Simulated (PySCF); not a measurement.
# GeH2Cl2 (GeCl2H2) at 3 levels

Aim: a comparison of 3 runs (B3LYP/x2c-SVPall, B3LYP/x2c-TZVPall, B3LYP/x2c-TZVPPall) of GeH2Cl2 (GeCl2H2). The job is set up through a Python script.

The results are computed with PySCF 2.14.0.

## (1) Starting point

GeH2Cl2 has 5 atoms, charge 0, and is taken as a singlet. As SMILES, `[H][Ge]([H])([Cl])[Cl]`. The shape comes from GFN2-xTB, which is rough for such elements, and wasn't checked as a minimum.

Bond lengths: Ge1–Cl2 2.097 Å, Ge1–Cl3 2.098 Å, Ge1–H4 1.513 Å, Ge1–H5 1.513 Å. Angles: Cl2–Ge1–Cl3 108.2°, Cl2–Ge1–H4 109.3°, Cl2–Ge1–H5 109.4°, Cl3–Ge1–H4 109.5°, Cl3–Ge1–H5 109.4°, H4–Ge1–H5 111.0°.

## (2) Energy and one-electron properties at B3LYP/x2c-SVPall (sfX2C) (run 1)

File input.xyz:

```xyz
5
Cl2GeH2
Ge    -0.121530     0.000260    -0.085600
Cl    -0.089600    -0.019950     2.010860
Cl     1.860500     0.013760    -0.772650
H     -0.829210     1.249870    -0.563110
H     -0.820160    -1.243940    -0.589510
```

File input.py:

```python
# GeCl2H2
import numpy
from pyscf import gto, scf, dft, lo

system = gto.M(
    atom='input.xyz',
    verbose=3,
    max_memory=1860,
    basis='x2c-svpall',
    charge=0,
)

mf = dft.RKS(system)
mf.xc = 'b3lyp'
mf = mf.sfx2c1e()
mf.conv_tol = 1e-10
mf.grids.level = 4
mf.kernel()
if not mf.converged:
    mf = mf.newton().run(mf.mo_coeff, mf.mo_occ)

energy = mf.e_tot
print(f'total energy: {energy:.8f} hartree')
dip = mf.dip_moment()
pop, q = mf.mulliken_pop()
quad = mf.quad_moment()
occ = mf.mo_coeff[:, mf.mo_occ > 0]
iaos = lo.vec_lowdin(lo.iao.iao(system, occ), mf.get_ovlp())
c = iaos.T @ mf.get_ovlp() @ occ
pop_iao, q_iao = scf.hf.mulliken_pop(lo.iao.reference_mol(system), (c * mf.mo_occ[mf.mo_occ > 0]) @ c.T, numpy.eye(c.shape[0]), verbose=0)
print('IAO charges', numpy.round(q_iao, 4))
```

Launch:

```console
$ OMP_NUM_THREADS=1 python input.py
```

Standard output:

```text
converged SCF energy = -3022.70773941983
total energy: -3022.70773942 hartree
Dipole moment(X, Y, Z, Debye): -1.29541,  0.00361, -0.90675
 ** Mulliken pop  **
pop of  0 Ge 1s           1.99991
pop of  0 Ge 2s           1.99951
pop of  0 Ge 3s           1.99277
pop of  0 Ge 4s           1.19925
pop of  0 Ge 5s           0.05532
pop of  0 Ge 2px          1.99878
pop of  0 Ge 2py          1.99884
pop of  0 Ge 2pz          1.99878
pop of  0 Ge 3px          1.99130
pop of  0 Ge 3py          1.99270
pop of  0 Ge 3pz          1.99104
pop of  0 Ge 4px          0.40767
pop of  0 Ge 4py          0.51744
pop of  0 Ge 4pz          0.38810
pop of  0 Ge 5px          0.18936
pop of  0 Ge 5py          0.32663
pop of  0 Ge 5pz          0.16354
pop of  0 Ge 3dxy         1.61077
pop of  0 Ge 3dyz         1.60950
pop of  0 Ge 3dz^2        1.61111
pop of  0 Ge 3dxz         1.61025
pop of  0 Ge 3dx2-y2      1.60873
pop of  0 Ge 4dxy         0.37191
pop of  0 Ge 4dyz         0.37149
pop of  0 Ge 4dz^2        0.37365
pop of  0 Ge 4dxz         0.37192
pop of  0 Ge 4dx2-y2      0.37278
pop of  0 Ge 5dxy         0.06151
pop of  0 Ge 5dyz         0.06120
pop of  0 Ge 5dz^2        0.06509
pop of  0 Ge 5dxz         0.07783
pop of  0 Ge 5dx2-y2      0.04394
pop of  1 Cl 1s           1.99936
pop of  1 Cl 2s           1.98406
pop of  1 Cl 3s           1.26197
pop of  1 Cl 4s           0.69824
pop of  1 Cl 2px          1.97737
pop of  1 Cl 2py          1.97755
pop of  1 Cl 2pz          1.97308
pop of  1 Cl 3px          0.76297
pop of  1 Cl 3py          0.77002
pop of  1 Cl 3pz          0.62391
pop of  1 Cl 4px          1.15010
pop of  1 Cl 4py          1.15640
pop of  1 Cl 4pz          0.86156
pop of  1 Cl 3dxy         0.00004
pop of  1 Cl 3dyz         0.00360
pop of  1 Cl 3dz^2        0.01157
pop of  1 Cl 3dxz         0.00343
pop of  1 Cl 3dx2-y2      0.00004
pop of  2 Cl 1s           1.99936
pop of  2 Cl 2s           1.98406
pop of  2 Cl 3s           1.26199
pop of  2 Cl 4s           0.69833
pop of  2 Cl 2px          1.97357
pop of  2 Cl 2py          1.97755
pop of  2 Cl 2pz          1.97688
pop of  2 Cl 3px          0.63969
pop of  2 Cl 3py          0.76999
pop of  2 Cl 3pz          0.74699
pop of  2 Cl 4px          0.89419
pop of  2 Cl 4py          1.15646
pop of  2 Cl 4pz          1.11772
pop of  2 Cl 3dxy         0.00327
pop of  2 Cl 3dyz         0.00035
pop of  2 Cl 3dz^2        0.00233
pop of  2 Cl 3dxz         0.00551
pop of  2 Cl 3dx2-y2      0.00717
pop of  3 H 1s            0.72697
pop of  3 H 2s            0.32986
pop of  3 H 2px           0.00282
pop of  3 H 2py           0.00697
pop of  3 H 2pz           0.00173
pop of  4 H 1s            0.72698
pop of  4 H 2s            0.32982
pop of  4 H 2px           0.00277
pop of  4 H 2py           0.00692
pop of  4 H 2pz           0.00183
 ** Mulliken atomic charges  **
charge of    0Ge =      0.56737
charge of    1Cl =     -0.21527
charge of    2Cl =     -0.21542
charge of    3H =     -0.06835
charge of    4H =     -0.06833
Traceless quadrupole moment (Debye*A):

IAO charges [ 0.7189 -0.2735 -0.2735 -0.086  -0.086 ]
```

Wall time 9.6 s (1 thread of Arm Neoverse V1, shared host); peak memory 0.4 GiB.

Atomic charges (e):

| atom | Mulliken | IAO |
| --- | --- | --- |
| Ge1 | +0.567 | +0.719 |
| Cl2 | -0.215 | -0.274 |
| Cl3 | -0.215 | -0.274 |
| H4 | -0.068 | -0.086 |
| H5 | -0.068 | -0.086 |

## (3) Energy and one-electron properties at B3LYP/x2c-TZVPall (sfX2C) (run 2)

File input.py:

```python
import numpy
from pyscf import gto, scf, dft, lo

mol = gto.M(
    atom=[
    ('Ge', (-0.121530, 0.000260, -0.085600)),
    ('Cl', (-0.089600, -0.019950, 2.010860)),
    ('Cl', (1.860500, 0.013760, -0.772650)),
    ('H', (-0.829210, 1.249870, -0.563110)),
    ('H', (-0.820160, -1.243940, -0.589510)),
],
    verbose=4,
    max_memory=1860,
    basis='x2c-tzvpall',
    spin=0,
)

ks = dft.RKS(mol)
ks.xc = 'b3lyp'
ks = ks.x2c()
ks.conv_tol = 1e-10
ks.grids.level = 4
ks.kernel()
if not ks.converged:
    ks = ks.newton().run(ks.mo_coeff, ks.mo_occ)

etot = ks.e_tot
print('E = %.10f Eh' % etot)
dip = ks.dip_moment()
pop, q = ks.mulliken_pop()
quad = ks.quad_moment()
occ = ks.mo_coeff[:, ks.mo_occ > 0]
iaos = lo.vec_lowdin(lo.iao.iao(mol, occ), ks.get_ovlp())
c = iaos.T @ ks.get_ovlp() @ occ
pop_iao, q_iao = scf.hf.mulliken_pop(lo.iao.reference_mol(mol), (c * ks.mo_occ[ks.mo_occ > 0]) @ c.T, numpy.eye(c.shape[0]), verbose=0)
print('IAO charges', numpy.round(q_iao, 4))
```

Launch:

```console
$ OMP_NUM_THREADS=1 python input.py
```

Standard output:

```text
PySCF version 2.14.0

[... 75 lines left out ...]
converged SCF energy = -3023.43305685783
[... 1 line left out ...]
Dipole moment(X, Y, Z, Debye): -1.32585,  0.00376, -0.92758
[... 143 lines left out ...]
IAO charges [ 0.7432 -0.2881 -0.2881 -0.0835 -0.0835]
```

Wall time 22 s (1 thread of Arm Neoverse V1, shared host); peak memory 0.82 GiB.

Atomic charges (e):

| atom | Mulliken | IAO |
| --- | --- | --- |
| Ge1 | +0.426 | +0.743 |
| Cl2 | -0.221 | -0.288 |
| Cl3 | -0.222 | -0.288 |
| H4 | +0.008 | -0.084 |
| H5 | +0.008 | -0.084 |

## (4) The charge distribution at B3LYP/x2c-TZVPPall (sfX2C) (run 3)

File calc.py:

```python
import numpy
from pyscf import gto, scf, dft, lo

mol = gto.Mole()
mol.atom = '''
Ge    -0.229658     0.000491    -0.161761
Cl    -0.169319    -0.037700     3.799975
Cl     3.515835     0.026003    -1.460097
H     -1.566980     2.361912    -1.064124
H     -1.549878    -2.350706    -1.114012
'''
mol.basis = 'x2c-tzvppall'
mol.unit = 'bohr'
mol.verbose = 3
mol.max_memory = 1860
mol.build()

myscf = dft.RKS(mol)
myscf.xc = 'b3lyp'
myscf = myscf.sfx2c1e()
myscf.conv_tol = 1e-10
myscf.grids.level = 4
myscf.kernel()
if not myscf.converged:
    myscf = myscf.newton().run(myscf.mo_coeff, myscf.mo_occ)

e_final = myscf.e_tot
print('Final energy', e_final)
dip = myscf.dip_moment()
pop, q = myscf.mulliken_pop()
quad = myscf.quad_moment()
occ = myscf.mo_coeff[:, myscf.mo_occ > 0]
iaos = lo.vec_lowdin(lo.iao.iao(mol, occ), myscf.get_ovlp())
c = iaos.T @ myscf.get_ovlp() @ occ
pop_iao, q_iao = scf.hf.mulliken_pop(lo.iao.reference_mol(mol), (c * myscf.mo_occ[myscf.mo_occ > 0]) @ c.T, numpy.eye(c.shape[0]), verbose=0)
print('IAO charges', numpy.round(q_iao, 4))
```

Launch:

```console
$ OMP_NUM_THREADS=1 python calc.py
```

Standard output:

```text
converged SCF energy = -3023.43384924934
Final energy -3023.4338492493434
Dipole moment(X, Y, Z, Debye): -1.32662,  0.00377, -0.92806
[... 169 lines left out ...]
IAO charges [ 0.7424 -0.2879 -0.2879 -0.0833 -0.0833]
```

It took 31 s on 1 thread of Arm Neoverse V1, shared host; peak memory 1.2 GiB.

Atomic charges (e):

| atom | Mulliken | IAO |
| --- | --- | --- |
| Ge1 | +0.364 | +0.742 |
| Cl2 | -0.221 | -0.288 |
| Cl3 | -0.221 | -0.288 |
| H4 | +0.039 | -0.083 |
| H5 | +0.039 | -0.083 |

## (5) Overview of the runs

| run | level | energy (Eh) | dipole moment (D) | HOMO energy (eV) | LUMO energy (eV) | wall time |
| --- | --- | --- | --- | --- | --- | --- |
| 1 | B3LYP/x2c-SVPall (sfX2C) | -3022.707739 | 1.58 | -8.49 | -0.45 | 9.6 s |
| 2 | B3LYP/x2c-TZVPall (sfX2C) | -3023.433057 | 1.62 | -8.69 | -0.90 | 22 s |
| 3 | B3LYP/x2c-TZVPPall (sfX2C) | -3023.433849 | 1.62 | -8.69 | -0.90 | 31 s |

## (6) Summary of results

| quantity | value |
| --- | --- |
| run 3: total energy | -3023.43385 Eh |
| run 3: dipole moment | 1.62 D |
| run 3: HOMO energy | -8.69 eV |
| run 3: LUMO energy | -0.90 eV |
| run 3: HOMO–LUMO gap | 7.79 eV |

**Reading.** The dipole moment (its size) runs from 1.58 D (B3LYP/x2c-SVPall) to 1.62 D (B3LYP/x2c-TZVPPall). The HOMO–LUMO gap runs from 7.79 eV (B3LYP/x2c-TZVPall) to 8.04 eV (B3LYP/x2c-SVPall). All runs together took 62 s, the longest 31 s.
